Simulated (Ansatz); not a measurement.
Predict the output of the script below (Ansatz 0.2.0, Python API).

`tios_lattice.py`:
```python
"""How the lattice of TiOs depends on the functional."""

import warnings

import ansatz as az
from ase import Atoms
import numpy as np

def edges_and_angles(cell):
    cell = np.asarray(cell)
    a, b, c = np.linalg.norm(cell, axis=1)
    cosines = cell[1] @ cell[2] / (b * c), cell[0] @ cell[2] / (a * c), cell[0] @ cell[1] / (a * b)
    return (a, b, c, *np.degrees(np.arccos(cosines)))

warnings.simplefilter("ignore", az.DeckWarning)

atoms = Atoms(
    ["Ti", "Os"],
    scaled_positions=[
        (0.5, 0.5, 0.5),
        (0.0, 0.0, 0.0),
    ],
    cell=[
        (3.08, 0.0, 0.0),
        (0.0, 3.08, 0.0),
        (0.0, 0.0, 3.08),
    ],
    pbc=True,
)
structure = az.Crystal.from_ase(atoms)

setup = (
    structure.calculation()
    .occupations("fermi_dirac", width=0.1)
    .basis(650)
    .kpoints(10, 10, 10)  # the mesh must be finer for metals
    .relax(cell=True, max_steps=40)  # relax until the tolerances are met
)

levels = [("lda", "none"), ("blyp", "d3bj"), ("pbesol", "d3bj")]
print("level            a       b       c    alpha   beta  gamma  V/atom  steps")
for name, dispersion in levels:
    seen = []
    run = setup.functional(name, dispersion=dispersion).session().plan()
    result = run.execute(on_event=lambda e: seen.append(e) if e["event"] == "relax_step" else None)
    cell = result.lattice.cell_ang
    label = name if dispersion == "none" else f"{name}+{dispersion}"
    print("{:13s} {:7.4f} {:7.4f} {:7.4f} {:6.2f} {:6.2f} {:6.2f}".format(label, *edges_and_angles(cell)), f"{abs(np.linalg.det(cell)) / len(result.lattice.sites):7.3f} {len(seen):5d}")
```

Running `python tios_lattice.py` prints:
```text
level            a       b       c    alpha   beta  gamma  V/atom  steps
lda            3.0390  3.0390  3.0390  90.00  90.00  90.00  14.033     6
blyp+d3bj      3.0562  3.0562  3.0562  90.00  90.00  90.00  14.273     5
pbesol+d3bj    3.0320  3.0320  3.0320  90.00  90.00  90.00  13.937     6
```

From smallest to largest: PBEsol+D3BJ (13.94 Å³ an atom, -4.6 % against the start), LDA (14.03 Å³ an atom, -3.9 % against the start) and BLYP+D3BJ (14.27 Å³ an atom, -2.3 % against the start). The spread is 2.4 % in volume.

What to keep in mind:
- Forces vanish by symmetry, so the ions can't move, and the end may be a saddle.
- BLYP and dispersion corrections can be off by several per cent in the lattices of metals, and by several GPa in the pressure at a fixed cell.
- For a metal this k-point mesh is coarse: on a finer one energies can move by several to tens of meV an atom and pressures by half a GPa or more, differences at one mesh by less.
- Spin-orbit coupling, which matters for elements this heavy, is left out.
- The structure is a deposited one; some such entries were measured under pressure or heat, so a shift against it needn't be the functional's error alone.
- Hardware and time: 41 s on 1 thread of AMD EPYC 7R43 64-Core Processor (Zen 3) (shared host), peak memory 0.49 GiB.

(A comment or docstring line of the script was reworded after the run, the code is as it ran.)
